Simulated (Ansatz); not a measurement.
# C2H6O (dimethyl ether) at r2SCAN0/cc-pVDZ

What is the electronic atomisation energy of C2H6O (dimethyl ether) at r2SCAN0/cc-pVDZ? 

The results are computed with Ansatz 0.2.0.

47 further runs of the same task are left out: 47 set aside as unsound or not needed.

## Step 1: The structure to begin with

The species is C2H6O (9 atoms), meant as a singlet with charge 0. SMILES: `COC`. The coordinates come from a PBE0-D4/def2-TZVP relaxation.

Bond lengths: C1–O2 1.399 Å, O2–C3 1.399 Å, C1–H4 1.100 Å, C1–H5 1.090 Å, C1–H6 1.100 Å, C3–H7 1.100 Å, C3–H8 1.090 Å, C3–H9 1.100 Å. Some angles: C1–O2–C3 112.1°, O2–C1–H4 111.6°, O2–C1–H5 107.7°, O2–C1–H6 111.6°, O2–C3–H7 111.6°, O2–C3–H8 107.7°, O2–C3–H9 111.6°, H4–C1–H5 108.9°, H4–C1–H6 108.2°, H5–C1–H6 108.9°.

## Step 2: A single-point energy at r2SCAN0/cc-pVDZ

run.yaml reads:

```yaml
crystal:
  periodic: [false, false, false]
  atoms:
    - symbol: C
      position_ang: [-0.413190, 0.872670, -0.645330]
    - symbol: O
      position_ang: [0.563380, -0.127830, -0.595980]
    - symbol: C
      position_ang: [0.479050, -0.887610, 0.575660]
    - symbol: H
      position_ang: [-1.427650, 0.449000, -0.618190]
    - symbol: H
      position_ang: [-0.283130, 1.417120, -1.580990]
    - symbol: H
      position_ang: [-0.312930, 1.577090, 0.193180]
    - symbol: H
      position_ang: [-0.493490, -1.394000, 0.659910]
    - symbol: H
      position_ang: [1.266920, -1.640470, 0.540090]
    - symbol: H
      position_ang: [0.621040, -0.265980, 1.471640]
basis:
  gaussian:
    orbitals: cc-pVDZ
hamiltonian:
  xc: {name: r2SCAN0}
accuracy: high
output: {orbitals: {seedname: orbitals}}
```

Run with:

```
$ ansatz run run.yaml --threads 1 --pin off --max-ram 3480MiB --events-out events.jsonl --progress --plain --runs-dir runs
```

What it wrote:

```text
Warning: RAYON_NUM_THREADS=1 ignored (pool sized by the plan → 1); use --threads N
Functional definition: r2SCAN0
  name "r2SCAN0"
  parameter a = 0.25
  parameter k0 = 0.174
  parameter k1 = 0.065
  parameter a1 = 4.9479
  exchange = (1 - a)*r2scan_x(k0 = k0, k1 = k1, a1 = a1) + a*exact_x
  correlation = r2scan_c
1748 factors; integrals over basis functions are off by at most 3.3e-9 eV
mean field evaluation 1: about -4212.5466 eV, gradient 3.6e1 eV
mean field evaluation 2: about -4212.7089 eV, gradient 3.6e1 eV
mean field evaluation 4: about -4215.5711 eV, gradient 1.4e0 eV
mean field evaluation 8: about -4215.5737 eV, gradient 5.6e-3 eV
mean field evaluation 16: about -4215.5737 eV, gradient 2.6e-8 eV
mean field -4215.57368661 eV, -154.9194755643 hartree, gradient 2.8e-8 eV, S^2 0.000000; 0 other end points of the search recorded, 0 dependent functions left out
reference -4215.57368714 eV, -154.9194755838 hartree; 13, 13 occupied and 59, 59 virtual orbitals, 1748 factors
Total energy: -4215.57368714 eV, -154.9194755838 hartree
```

Run time: 6.9 s. Hardware: 1 thread of Arm Neoverse V1, shared host; peak memory 0.24 GiB.

## Step 3: The C atom, same level

molecule.yaml reads:

```yaml
basis:
  gaussian:
    orbitals: cc-pVDZ
crystal:
  periodic: [false, false, false]
  atoms:
    - {symbol: C, position_ang: [0.000000, 0.000000, 0.000000]}
magnetization:
  spin_polarized: true
  initial_magnetization: 2
hamiltonian:
  xc: {name: r2SCAN0}
accuracy: high
```

Run the same way, it converges to -37.82786 Eh (log not shown).

## Step 4: The H atom at the same level

input.yaml reads:

```yaml
crystal:
  periodic: [false, false, false]
  atoms:
    - {symbol: H, position_ang: [0.000000, 0.000000, 0.000000]}
basis:
  gaussian:
    orbitals: cc-pVDZ
accuracy: high
magnetization:
  spin_polarized: true
  initial_magnetization: 1
hamiltonian:
  xc: {name: r2SCAN0}
```

Run the same way, it converges to -0.49923 Eh (log not shown).

## Step 5: The O atom

input.yaml reads:

```yaml
basis:
  gaussian: {orbitals: cc-pVDZ}
crystal:
  periodic: [false, false, false]
  atoms:
    - {symbol: O, position_ang: [0.000000, 0.000000, 0.000000]}
magnetization: {spin_polarized: true, initial_magnetization: 2}
hamiltonian: {xc: {name: r2SCAN0}}
accuracy: high
```

Run the same way, it converges to -75.03134 Eh (log not shown).

## Step 6: What came out

At r2SCAN0/cc-pVDZ:

```
                     quantity          value
       molecule: total energy  -154.91948 Eh
        molecule: HOMO energy       -7.42 eV
        molecule: LUMO energy        2.49 eV
      molecule: HOMO–LUMO gap        9.90 eV
         C atom: total energy   -37.82786 Eh
                 C atom: ⟨S²⟩          2.005
         H atom: total energy    -0.49923 Eh
                 H atom: ⟨S²⟩          0.750
         O atom: total energy   -75.03134 Eh
                 O atom: ⟨S²⟩          2.003
electronic atomisation energy      33.662 eV
```

Taking the molecule apart into free atoms costs 33.66 eV (776 kcal/mol), before zero-point energy and without spin-orbit coupling.
